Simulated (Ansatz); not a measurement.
# CaHg: how the settings move a single-point run

Question: which choices in the input matter for CaHg?

Computed with Ansatz 0.2.0 (reference: DFT, r2SCAN, PAW with Ansatz's default frozen-core files, scalar-relativistic; levels and slopes on a fine mesh, independent-particle optical spectra, unless a step's input says otherwise).

**1. The system as given**

It takes space group Pm-3m (No. 221, cubic). Conventional cell: a = 3.755 Å, b = 3.755 Å, c = 3.755 Å, α = 90.00°, β = 90.00°, γ = 90.00°. Ca (site symmetry m-3m) has 8 Hg at 3.25 Å as nearest neighbours. Around Hg (site symmetry m-3m) lie 8 Ca at 3.25 Å.

As a file:

```cif
data_structure
_symmetry_space_group_name_H-M 'P 1'
_symmetry_Int_Tables_number 1
_cell_length_a 3.7547
_cell_length_b 3.7547
_cell_length_c 3.7547
_cell_angle_alpha 90.000
_cell_angle_beta 90.000
_cell_angle_gamma 90.000
_cell_volume 52.93
loop_
_atom_site_label
_atom_site_type_symbol
_atom_site_fract_x
_atom_site_fract_y
_atom_site_fract_z
_atom_site_occupancy
Ca1 Ca 0.00000 0.00000 0.00000 1
Hg1 Hg 0.50000 0.50000 0.50000 1
```

**2. Reference**

File input.yaml:

```yaml
crystal:
  lattice:
    - [3.75465468, 0.0, 0.0]
    - [0.0, 3.75465468, 0.0]
    - [0.0, 0.0, 3.75465468]
  atoms:
    - { symbol: Ca, position: [0.0, 0.0, 0.0] }
    - { symbol: Hg, position: [0.5, 0.5, 0.5] }
kpoints:
  mp_grid: { grid: [10, 10, 10] }
scf:
  occupations: { method: fermi_dirac, width: 0.05 }
hamiltonian:
  xc: r2scan
  pseudopotentials: { kind: paw }
output:
  forces: true
  stress: true
  eigenvalues: true
  eigenstates:
    nscf_kmesh: { grid: [16, 16, 16] }
    de_dk: true
    e_range: [-14, 14]
  optics:
    e_range: [0, 25]
    de: 0.2
    sigma: 0.2
    bands: { spectra_wanted_up_to: 25 }
    nscf_kmesh: { grid: [16, 16, 16] }
    drude_damping: 0.05
checkpoint:
  write: ck
  write_wavefunctions: false
```

On the command line:

```console
> ansatz run input.yaml --threads 1 --pin off --max-ram 3072MiB --backend cpu --events-out ev --progress --plain --runs-dir out
```

From the output:

```text
[...]
Basis set: ecut = 500 eV, 1357 PW (Γ), exchange–correlation on 120×120×120 points (64 copies of the dense FFT grid, shifted against one another)
[...]
k-points: 56 of 1000
[...]
SCF iter   1: F=—  HF=-15650.673542 eV  |F-HF|=—  |Δ(HF+E_count)|=         —  Δρ=7.34e-3  dr2=3.93e-2  dr2_τ=5.72e-3  ethr=1.77e-3  ⟨swp⟩=6.8  Hψ=5601  notcnv=0
preconditioner: auto → Resta (q_TF=auto, 2.482 Å⁻¹)  ε∞=5.2  [insulator: Δε(μ)=0.132 eV  Ē_g=9.275 eV  σ=0.050 eV  W_gap=0.57  n_scr=18 (ndim 8)  ℏωp=19.1 eV  f_vac=0.000  D(μ)=0.92/eV (n_scr^D=6)  ε∞_Penn≈5.2]
SCF iter   2: F=—  HF=-15650.715599 eV  |F-HF|=—  |Δ(HF+E_count)|=   4.21e-2  Δρ=3.58e-3  dr2=1.05e-2  dr2_τ=6.13e-4  ethr=1.31e-4  ⟨swp⟩=2.1  Hψ=2110  notcnv=0  defer=4
[...]
SCF iter   9: F=—  HF=-15650.714680 eV  |F-HF|=—  |Δ(HF+E_count)|=  5.42e-10  Δρ=1.99e-7  dr2=3.16e-11  dr2_τ=5.38e-13  ethr=1.82e-12  ⟨swp⟩=2.0  Hψ=1475  notcnv=0  defer=4
SCF iter  10: F=-15650.714680 eV  HF=-15650.714680 eV  |F-HF|=0.00e0  |Δ(HF+E_count)|=  4.00e-11  Δρ=3.29e-8  dr2=4.59e-13  dr2_τ=7.84e-14  ethr=1.00e-12  ⟨swp⟩=6.4  Hψ=4466  notcnv=0
[...]
SCF converged after 10 iterations
Free energy (F): -15650.714680 eV
[...]
E sigma→0 (E₀):  -15650.711017 eV
[...]
Fermi energy:    10.929482 eV
[...]
  P = ⅓ Tr σ = 0.0104 GPa (0.104 kbar)
[...]
```

Wall time 1.8 min (1 thread of Intel Xeon 6975P-C (Granite Rapids), shared host); peak memory 1.5 GiB.

**3. The same system, input altered**

input.yaml, as its differences from that of step 2:

```diff
@@ -12,2 +12,4 @@
   occupations: { method: fermi_dirac, width: 0.05 }
+  initial_density: { chi_scale: 0.3 }
+  convergence: { dr2_threshold: 0.0001 }
 hamiltonian:
```

On the command line:

```console
> ansatz run input.yaml --threads 1 --pin off --max-ram 3072MiB --backend cpu --events-out ev --progress --plain --runs-dir out
```

The log of the run (excerpt; [...] marks lines left out):

```text
Warning: scf.convergence.dr2_threshold = 1e-4 eV is looser than this run's default, which is 1e-7 eV or tighter. The error in the forces grows as the threshold's square root, so leave the key out unless less accurate forces are enough
[...]
Warning: output.stress: scf.convergence.dr2_threshold = 1e-4 eV is looser than the 2e-10 eV advised for a printed stress (1e-10 eV for each atom of the cell: 2). What an SCF threshold leaves in a stress goes as its square root, and in the free energy as the threshold itself, and one [...]
Pseudopotentials: kind: paw
Pseudopotential: Ca, paw, valence charge 10, recommended cutoff 500 eV (meta_gga), Ca.paw.azcp
Pseudopotential: Hg, paw, valence charge 20, recommended cutoff 500 eV (meta_gga), Hg.paw.azcp
Functional definition: r2SCAN
[...]
Crystal: 2 atoms, lattice volume = 52.931 Å³
Basis set: ecut = 500 eV, 1357 PW (Γ), exchange–correlation on 120×120×120 points (64 copies of the dense FFT grid, shifted against one another)
Bands: 19, of which v1, the nominal top of the filled ones, is band 15 counted from 1 (14 counted from 0)
Symmetry: 48 space group operations
Space group: Pm-3m (ITA 221), of the structure as read, at distance tolerance 3.8e-5 Å
k-points: 56 of 1000
[...]
SCF iter   1: F=—  HF=-15670.414723 eV  |F-HF|=—  |Δ(HF+E_count)|=         —  Δρ=5.10e-1  dr2=3.07e2  dr2_τ=1.14e1  ethr=3.10e-3  ⟨swp⟩=7.6  Hψ=6464  notcnv=0
[...]
SCF iter   9: F=-15650.714674 eV  HF=-15650.714685 eV  |F-HF|=1.15e-5  |Δ(HF+E_count)|=   2.09e-5  Δρ=9.81e-5  dr2=1.23e-5  dr2_τ=4.95e-7  ethr=2.21e-7  ⟨swp⟩=3.4  Hψ=4472  notcnv=0
[...]
NSCF: frozen V_eff on 165 k-points
[...]
NSCF: frozen V_eff on 165 k-points
[...]
SCF converged after 9 iterations
an eigenvalue changed by more than its tolerance at an iteration that met the thresholds in force, so the SCF went on 1 time: the last check found none over its tolerance
Free energy (F): -15650.714674 eV
[...]
E sigma→0 (E₀):  -15650.711012 eV
Entropy (-TS):   -0.007325 eV (-3.662 meV/atom)
Fermi energy:    10.929430 eV
[...]
--- Forces (eV/Å), atoms counted from 1 ---
  atom   1  Ca     0.00000000     0.00000000     0.00000000
  atom   2  Hg     0.00000000    -0.00000000    -0.00000000
[...]
--- Stress (GPa, compression-positive) ---
        0.000127       0.000000       0.000000
       -0.000000       0.000127       0.000000
        0.000000       0.000000       0.000127
  P = ⅓ Tr σ = 0.0001 GPa (0.001 kbar)
--- Band table (eV; the first three rows and the last of 56) ---
  k-point 0: bands = ["-106.7515", "-54.5371", "-54.5371", "-54.5371", "-32.1544", "-12.2399", "-12.2399", "-12.2399", "3.1153", "3.1153", "3.3062", "3.6383", "3.6383", "3.6383", "13.0978", "13.0978", "15.6766", "15.6766", "15.6766"]
[...]
--- Fermi surface from the table of eigenstates, both spin states counted (twice the sheets' area in a run without spin) ---
  How far the three rows differ hints at the mesh's error and does not bound it.
  reading                E - E_F (eV)   area (Å⁻²)  resistivity times mean free path along x, y, z (Ω·m²), under one mean free path over the surface
  by tetrahedra                0.0841       28.136  1.0865e-15  1.0865e-15  1.0865e-15
  by the states' slopes        0.0826       24.557  1.2449e-15  1.2449e-15  1.2449e-15
  on every second point        0.0935       25.378  1.2047e-15  1.2047e-15  1.2047e-15
```

Wall time 1.8 min (1 thread of Intel Xeon 6975P-C (Granite Rapids), shared host); peak memory 1.5 GiB.

**4. A look at that input**

This run ends as converged, with warnings (force scf threshold loose, optics on partly filled bands, published levels not confirmed). Its log warns: «scf.convergence.dr2_threshold = 1e-4 eV is looser than this run's default, which is 1e-7 eV or tighter. The error in the forces grows as the threshold's square root ...»

Look at the input: scf.convergence.dr2_threshold is 0.0001. The threshold is looser than the default, so the loop may stop short of self-consistency.

To undo it: delete scf.convergence.dr2_threshold (the default then holds).

With the changed start and convergence setting the energy agrees within 0.5 meV/atom.

**5. Comparison**

```csv
run,ending,energy change,pressure (GPa),gap (eV),force (eV/Å),cycles,time
reference,converged,0,0.0,0.00,0.00,-,1.8 min
"1: chi_scale 0.3, dr2_threshold 0.0001",converged,0.0 meV/atom,0.0,0.00,0.00,9,1.8 min
```

Residual by cycle in the longest SCF loop of each run; runs are numbered as in the table. The quantity is the density residual dr2, in eV.

```csv
cycle,reference,run 1
1,0.0393,307
2,0.0105,8.23
3,0.00111,2.55
4,7.0e-5,0.248
5,3.2e-6,0.0978
6,7.5e-8,0.0234
7,9.5e-9,2.9e-4
8,5.4e-10,6.6e-5
9,3.2e-11,1.2e-5
10,4.6e-13,-
```

**Reading.** Same state: the changed start and convergence setting leaves the energy within 0.5 meV/atom.
